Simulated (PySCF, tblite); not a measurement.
# C3H14Si3: dynamics, then NMR shifts on frames, part 2 of 2

tblite 0.8.0 and PySCF 2.14.0. Atoms count from 0. Earlier steps stand in the parts before.

## (6) Nuclear shieldings: 800 fs, PBE0/pcSseg-1

The job: settings as JSON, then the geometry in Å.

```
{"job": {"kind": "nmr", "xc": "PBE0", "basis": "pcSseg-1", "pop": false}, "charge": 0, "multiplicity": 1}
C     -1.400000    -2.151000     2.629200
C     -0.728600    -1.891200     1.294000
C     -0.817000    -0.421100     0.796400
Si     0.668300     0.742500     0.834600
Si     0.517200     2.053100     2.742600
Si     2.704600    -0.268400     0.372500
H     -0.899900    -2.993500     2.977500
H     -2.475800    -2.283400     2.598600
H     -1.115600    -1.401200     3.443900
H     -1.107300    -2.642800     0.548800
H      0.279000    -2.027500     1.421200
H     -1.789300     0.109300     1.009600
H     -0.889200    -0.583000    -0.324800
H      0.401200     1.753400    -0.239800
H     -0.176600     1.354400     3.880400
H      2.028800     2.289400     3.209100
H     -0.002200     3.542000     2.993300
H      3.395500     0.801800    -0.294300
H      3.385900    -0.541400     1.600300
H      3.025400    -1.403000    -0.380900
```

With the program's defaults for keys left out, this is: GIAO PBE0/pcSseg-1 NMR shielding, non-relativistic, gas phase.

Standard output:

```text
coarse grid: 16816 points
cycle   1  E = -990.5163295765  dE = -8.005e-03  |g| = 3.798e-01  |ddm| = 3.771e+00
cycle   2  E = -990.5046213673  dE =  1.171e-02  |g| = 4.368e-01  |ddm| = 7.408e-01
cycle   3  E = -990.5555556468  dE = -5.093e-02  |g| = 4.207e-02  |ddm| = 4.407e-01
cycle   4  E = -990.5559821149  dE = -4.265e-04  |g| = 1.719e-02  |ddm| = 6.898e-02
cycle   5  E = -990.5560589603  dE = -7.685e-05  |g| = 4.951e-03  |ddm| = 2.275e-02
cycle   6  E = -990.5560650873  dE = -6.127e-06  |g| = 6.828e-04  |ddm| = 5.096e-03
final grid: 144616 points
cycle   7  E = -990.5894185207  dE = -2.582e-05  |g| = 6.730e-03  |ddm| = 2.307e-02
cycle   8  E = -990.5894121804  dE =  6.340e-06  |g| = 8.218e-03  |ddm| = 1.364e-02
cycle   9  E = -990.5894300063  dE = -1.783e-05  |g| = 5.082e-04  |ddm| = 7.887e-03
cycle  10  E = -990.5894300569  dE = -5.068e-08  |g| = 1.905e-04  |ddm| = 6.652e-04
cycle  11  E = -990.5894300662  dE = -9.206e-09  |g| = 3.112e-05  |ddm| = 1.743e-04
cycle  12  E = -990.5894300664  dE = -2.105e-10  |g| = 8.060e-06  |ddm| = 5.182e-05
converged SCF energy = -990.5894300664

GIAO shielding tensors (ppm)
atom      isotropic    diamagn.    paramagn.     s11        s22        s33       span
  0 C      170.765     242.920     -72.154    152.806    170.111    189.379     36.573
  1 C      162.112     247.737     -85.625    148.855    162.674    174.806     25.952
  2 C      174.076     258.799     -84.723    155.272    176.640    190.316     35.044
  3 Si     420.153     882.838    -462.685    365.725    381.284    513.451    147.726
  4 Si     453.808     877.880    -424.072    403.769    442.310    515.345    111.575
  5 Si     478.171     881.093    -402.922    432.902    469.563    532.048     99.146
  6 H       31.418      27.435       3.983     26.270     29.245     38.739     12.469
  7 H       30.520      27.364       3.155     26.311     27.829     37.419     11.109
  8 H       29.665      28.024       1.641     24.891     29.498     34.605      9.714
  9 H       29.238      30.623      -1.385     23.491     28.428     35.794     12.303
 10 H       31.830      35.502      -3.671     26.154     34.002     35.334      9.180
 11 H       30.415      33.973      -3.558     25.403     29.411     36.431     11.027
 12 H       29.296      35.524      -6.227     23.080     29.621     35.188     12.108
 13 H       27.068      31.339      -4.271     24.257     24.692     32.255      7.998
 14 H       27.569      27.860      -0.291     23.323     26.927     32.456      9.133
 15 H       26.590      26.044       0.546     22.839     25.394     31.537      8.697
 16 H       26.035      25.738       0.297     23.166     23.440     31.499      8.333
 17 H       28.866      29.609      -0.743     24.653     26.524     35.422     10.769
 18 H       28.922      29.943      -1.020     25.001     27.146     34.621      9.620
 19 H       29.061      30.534      -1.474     25.291     26.713     35.178      9.887
```

Wall time 83 s (1 thread of AMD EPYC, shared host); peak memory 0.89 GiB.

In short: δ C1 24.8, C0 16.2, C2 12.8, Si3 -71.0, H16 5.68, H15 5.13 ppm.

## (7) Nuclear shieldings: 1000 fs, PBE0/pcSseg-1

The job: settings as JSON, then the geometry in Å.

```
{"job": {"kind": "nmr", "xc": "PBE0", "basis": "pcSseg-1", "pop": false}, "charge": 0, "multiplicity": 1}
C     -0.655800    -2.350400     3.459900
C     -0.154000    -2.302000     2.067400
C     -0.778000    -1.451100     1.092600
Si     0.157000     0.354100     0.929400
Si     0.276700     1.314800     2.958700
Si     2.304300    -0.072800    -0.054800
H      0.064100    -2.659000     4.268900
H     -1.568000    -2.919100     3.376500
H     -1.098400    -1.405400     3.672100
H     -0.111600    -3.292400     1.720000
H      1.047900    -2.035700     2.172200
H     -1.850600    -1.278500     1.179900
H     -0.734200    -1.831600     0.000000
H     -0.596600     1.332800     0.161500
H     -1.216000     1.580900     3.409300
H      0.739000     0.343200     4.017500
H      1.310900     2.435200     2.983300
H      3.183200     1.011200    -0.202400
H      3.104000    -0.925000     0.736500
H      2.235100    -0.799800    -1.271000
```

With the program's defaults for keys left out, this is: GIAO PBE0/pcSseg-1 NMR shielding, non-relativistic, gas phase.

Standard output:

```text
coarse grid: 16816 points
cycle   1  E = -990.5167900357  dE =  6.818e-02  |g| = 3.793e-01  |ddm| = 3.797e+00
cycle   2  E = -990.4934285739  dE =  2.336e-02  |g| = 4.775e-01  |ddm| = 7.917e-01
cycle   3  E = -990.5559718817  dE = -6.254e-02  |g| = 5.006e-02  |ddm| = 5.020e-01
cycle   4  E = -990.5565299173  dE = -5.580e-04  |g| = 2.283e-02  |ddm| = 7.000e-02
cycle   5  E = -990.5566590244  dE = -1.291e-04  |g| = 3.883e-03  |ddm| = 2.315e-02
cycle   6  E = -990.5566624659  dE = -3.442e-06  |g| = 7.876e-04  |ddm| = 4.429e-03
final grid: 144616 points
cycle   7  E = -990.5891867822  dE = -2.805e-05  |g| = 6.393e-03  |ddm| = 2.464e-02
cycle   8  E = -990.5891795681  dE =  7.214e-06  |g| = 8.143e-03  |ddm| = 1.333e-02
cycle   9  E = -990.5891970551  dE = -1.749e-05  |g| = 7.216e-04  |ddm| = 7.847e-03
cycle  10  E = -990.5891971785  dE = -1.233e-07  |g| = 2.177e-04  |ddm| = 9.480e-04
cycle  11  E = -990.5891971904  dE = -1.197e-08  |g| = 3.680e-05  |ddm| = 2.020e-04
cycle  12  E = -990.5891971908  dE = -3.192e-10  |g| = 1.012e-05  |ddm| = 6.307e-05
converged SCF energy = -990.5891971908

GIAO shielding tensors (ppm)
atom      isotropic    diamagn.    paramagn.     s11        s22        s33       span
  0 C      171.038     251.540     -80.502    151.461    165.678    195.976     44.514
  1 C      164.132     246.013     -81.882    149.254    169.754    173.387     24.134
  2 C      171.878     256.969     -85.092    157.611    167.617    190.404     32.793
  3 Si     421.724     883.139    -461.415    373.274    402.878    489.021    115.747
  4 Si     451.347     880.483    -429.137    422.636    441.117    490.286     67.650
  5 Si     475.121     882.257    -407.136    440.331    472.868    512.164     71.832
  6 H       29.418      26.613       2.805     25.145     26.337     36.771     11.626
  7 H       30.653      27.651       3.002     25.745     28.526     37.688     11.942
  8 H       31.586      31.967      -0.381     27.388     32.354     35.016      7.628
  9 H       30.402      31.527      -1.125     24.044     29.805     37.357     13.313
 10 H       27.647      30.528      -2.881     21.836     29.055     32.049     10.214
 11 H       30.859      34.335      -3.476     26.700     28.471     37.405     10.705
 12 H       28.814      33.718      -4.904     23.916     27.102     35.425     11.509
 13 H       27.738      32.003      -4.265     24.697     24.752     33.765      9.068
 14 H       26.294      27.576      -1.283     23.188     24.240     31.453      8.265
 15 H       27.425      29.761      -2.336     23.903     27.356     31.015      7.112
 16 H       27.105      28.011      -0.906     23.309     25.023     32.983      9.674
 17 H       29.364      31.165      -1.801     25.299     26.746     36.046     10.747
 18 H       29.108      31.778      -2.669     25.270     28.110     33.945      8.675
 19 H       29.123      31.303      -2.179     25.160     26.543     35.667     10.507
```

Run time: 90 s. Hardware: 1 thread of AMD EPYC, shared host; peak memory 0.87 GiB.

This run: δ C1 22.8, C0 15.9, C2 15.0, Si3 -72.6, H14 5.42, H16 4.61 ppm.

## (8) Run by run: NMR shifts

Shifts (ppm) of some atoms, chosen among heavy atoms and hydrogens apart, with basis size and wall time:

| frame | C2 | C0 | H10 | H8 | Si3 | Si4 | Si5 | functions | time |
| --- | --- | --- | --- | --- | --- | --- | --- | --- | --- |
| 250 fs | 23.2 | 18.1 | 2.82 | 0.79 | -67.6 | -93.0 | -113.4 | 193 | 2.5 min |
| 425 fs | 24.1 | 22.0 | 1.87 | 3.38 | -83.6 | -129.1 | -107.0 | 193 | 98 s |
| 625 fs | 17.2 | 33.4 | 0.99 | 1.81 | -114.7 | -104.8 | -113.0 | 193 | 88 s |
| 800 fs | 12.8 | 16.2 | -0.11 | 2.05 | -71.0 | -104.6 | -129.0 | 193 | 83 s |
| 1000 fs | 15.0 | 15.9 | 4.07 | 0.13 | -72.6 | -102.2 | -126.0 | 193 | 90 s |

## (9) Summary of results

The summary covers parts 1 to 2.

| quantity | value |
| --- | --- |
| thermostat | 600 K |
| mean temperature, second half | 660 K |
| mean potential energy above the minimum | 1.46 eV |
| 13C shifts against TMS (PBE0/pcSseg-1, 250 fs) | 25.1, 23.2, 18.1 ppm |
| 1H shifts against TMS (PBE0/pcSseg-1, 250 fs) | 6.02, 5.39, 5.12, 4.67, 4.20, 3.78, 2.82, 2.77, 2.51, 2.12, 1.47, 1.30, 0.79, 0.71 ppm |
| 29Si shifts against TMS (PBE0/pcSseg-1, 250 fs) | -67.6, -93.0, -113.4 ppm |
| surface potential, 1st and 99th percentile | -0.28 V and 0.85 V |
| range of the shift of Si3 | -114.7 to -67.6 ppm |

What this shows: In the second half the potential energy averages 1.46 eV above the minimum; equipartition over 54 harmonic modes at 600 K would give 1.40 eV. With 20 atoms the temperature swings widely (329 to 895 K). Shifts at one fixed geometry are not the observed spectrum, which averages over the motion. In the first frame run (250 fs): Shielding is most anisotropic at Si3 (span 118 ppm, paramagnetic term -464 ppm). At PBE0/pcSseg-1, counted by nearest atom on the grid, the HOMO lies on Si3 28 %; Si4 17 %, the LUMO on Si3 21 %; Si4, Si5 about 13 % each. In ppm, Si3 moves most: its shift spreads over 47.1 ppm, from -114.7 (625 fs) to -67.6 (250 fs).
